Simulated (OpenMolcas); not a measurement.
# Ce²⁺ among point charges: CASSCF and CASPT2 levels and susceptibility

Aim: the splitting of the states of Ce²⁺ in the field of 6 point charges, its lowest levels with spin-orbit coupling and its magnetic susceptibility.

The numbers are computed with OpenMolcas 26.06 (state-averaged CASSCF and CASPT2, spin-orbit coupling by RASSI with atomic mean-field integrals), except any that are marked as measured or tabulated.

### 1 Starting point

| Property | Result |
| --- | --- |
| Species | Ce²⁺ (cerium, Z = 58, 56 electrons) |
| Basis | ANO-RCC-VDZP [7s6p4d2f1g], 68 functions |
| Scalar Hamiltonian | DKH2, point nucleus |
| Inactive shells | 1s 2s 2p 3s 3p 3d 4s 4p 4d 5s 5p |
| Active space | 2 electrons in 7 orbitals (4f) |
| Some configurations of this space | 4f² |
| Orbitals | optimised for the highest spin of each parity, averaged over all roots |

The outer shells:

4f2
```
4f [↑ ][↑ ][  ][  ][  ][  ][  ]
```

The ion sits among 6 point charges of -1 e arranged as a tetragonal octahedron (D4h), 2.87 Å from the ion, with the axial distance 2.583 Å.

Each step is its own input file, run in one work folder so that later steps find the files of earlier ones. Labels, J, g values, rates, χT and fits are worked out afterwards by a script from the matrices that RASSI stores. The input lists half of the charges; inversion (Group=XYZ) makes the rest.

### 2 Basis and integrals

Input file a.inp:

```
&GATEWAY
Coord
1

Ce 0.0 0.0 0.0
Basis=ANO-RCC-VDZP
Group=XYZ
NoMove
AngMom=0.0 0.0 0.0
AMFI
XField
3 Angstrom 0
2.870000 0.000000 0.000000 -1.000000
0.000000 2.870000 0.000000 -1.000000
0.000000 0.000000 2.583000 -1.000000
&SEWARD
```

Launch:

```sh
$ OMP_NUM_THREADS=1 MOLCAS_MEM=2252 MOLCAS_PROJECT=a pymolcas a.inp > a.log
```

### 3 Reference wave functions, triplets of even parity, 21 roots

Input file a.inp:

```
&RASSCF
FileOrb=start.orb
Symmetry=1
Spin=3
nActEl=2 0 0
Inactive=15 12
Ras2=0 7
CIRoot=21 21 1
SDav=21
CIMx=300
Iter=120 100
PrWF=0.3
OrbListing=Nothing
MaxOrb=0
>>> COPY $Project.JobIph JOB001
```

start.orb holds the contracted functions of the basis, ordered by shell, or the orbitals of the step before.

### 4 Reference wave functions, singlets of even parity, 28 roots

Input file a.inp:

```
&RASSCF
FileOrb=start.orb
Symmetry=1
Spin=1
nActEl=2 0 0
Inactive=15 12
Ras2=0 7
CIRoot=28 28 1
SDav=28
CIMx=300
Iter=120 100
PrWF=0.3
OrbListing=Nothing
MaxOrb=0
CIOnly
>>> COPY $Project.JobIph JOB002
```

### 5 RASSI: spin-orbit coupling between the states

Input file a.inp:

```
&RASSI
NrOfJobIphs=2 21 27
1 2 3 4 5 6 7 8 9 10 11 12 13 14 15 16 17 18 19 20 21
1 2 3 4 5 6 7 8 9 10 11 12 13 14 15 16 17 18 19 20 21 22 23 24 25 26 27
IphNames
JOB001
JOB002
EJob
SpinOrbit
DIPRint=1.0
SOCoupling=1000.0
Subsets=2
Property=9
'ANGMOM' 1 'ANGMOM' 2 'ANGMOM' 3 'MLTPL  1' 1 'MLTPL  1' 2 'MLTPL  1' 3
'AMFI' 1 'AMFI' 2 'AMFI' 3
SOProperty=3
'ANGMOM' 1 'ANGMOM' 2 'ANGMOM' 3
```

### 6 CASPT2: IPEA 0.25, imaginary shift 0.1 (closed shells correlated: 5s 5p)

Input file a.inp:

```
>>> COPY JOB001 $Project.JobIph
&CASPT2
Multistate=21 1 2 3 4 5 6 7 8 9 10 11 12 13 14 15 16 17 18 19 20 21
NoMult
Frozen=14 9
IPEA=0.25
Imaginary=0.1
MaxIter=60
WThr=0.0 0.3 0.05
PrWF=0.5
NoMix
>>> COPY JOB002 $Project.JobIph
&CASPT2
Multistate=27 1 2 3 4 5 6 7 8 9 10 11 12 13 14 15 16 17 18 19 20 21 22
23 24 25 26 27
NoMult
Frozen=14 9
IPEA=0.25
Imaginary=0.1
MaxIter=60
WThr=0.0 0.3 0.05
PrWF=0.5
NoMix
```

(Steps that only read results are left out.)

What does the calculation give? Wanted: spin-free ground state; first state of the same spin within the active space; lowest level; next level.

The runs gave:

```
                                            quantity                                                                        value
                                              method  SS-CASPT2, IPEA 0.25, imaginary shift 0.1 (closed shells correlated: 5s 5p)
                              spin-free ground state                                               3E, 2-fold in its orbital part
first state of the same spin within the active space                                                              3A2 at 590 cm⁻¹
                                        lowest level                                                                    1-fold A1
                                          next level                                                                    36.9 cm⁻¹
                                         χT at 300 K                                                               1.46 cm³ K/mol
                           effective moment at 300 K                                                                      3.42 μB
```

Cost by method:

```csv
method,time of its own steps,time with the reference
A. CASSCF,9.2 s,9.2 s
"B. SS-CASPT2, IPEA 0.25, imaginary shift 0.1, +5s 5p",12 s,21 s
```

Times are of one thread on a shared host.

The spin-free ground state (3E) comes to 100 % from free-ion H terms and keeps the highest spin of the shell. The singlets rest on orbitals optimised for another spin in at least one step, which raises them against the optimised states. Not all states of the active space went into the spin-orbit step. Point charges carry no covalency, so the field is a model and not that of real ligands.
